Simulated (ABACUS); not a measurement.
NiMoIrPdW:

```
CELL_PARAMETERS angstrom
4.11705 0.00000 0.00000
-2.05853 3.56547 0.00000
0.00000 0.00000 5.44580
ATOMIC_POSITIONS crystal
Ir 0.33333 0.66667 0.72572
W 0.33333 0.66667 0.23642
Pd 0.66667 0.33333 0.46295
Mo 0.66667 0.33333 0.96161
Ni 0.00000 0.00000 0.95775
```

The cell was built by a generator and needn't be a form met in nature.

Base run:

```yaml
Program: ABACUS 3.10.1
Functional: PBE
Potentials_or_basis: PseudoDojo NC SR 0.4.1 PBE standard
Cutoff: 1361 eV
Density_cutoff: 5442 eV
Basis: DZP LCAO (the cutoffs set its grid)
k_mesh: 6 × 6 × 4
Occupations: fermi-dirac, width 0.05 eV
Spin: collinear spin, ferromagnetic start
Starting_moments: "[0.6, 0.0, 0.0, 1.0, 1.0] μB"
Fixed_moment: 3 μB
```

Its results: pressure 3.4 GPa; site moments Ir +0.49; W +1.01; Pd +0.28; Mo +0.64; Ni +0.57 μB; largest force 0.290 eV/Å.

Question: The run is repeated on the same cell with these changes: fixed moment from 3 μB to 1.5 μB. What comes out?

Answer: Pressure 1.5 GPa; site moments Ir +0.23; W +0.55; Pd +0.14; Mo +0.29; Ni +0.29 μB; largest force 0.164 eV/Å.

Caveats: the atomic orbitals were generated for these runs and aren't a published set; this set's palladium file may shift the pressure by some GPa; the basis of atomic orbitals isn't converged, which shifts pressures, moduli and gaps; the total moment is fixed, so each spin has its own Fermi level; the moment is held away from its start (some runs).
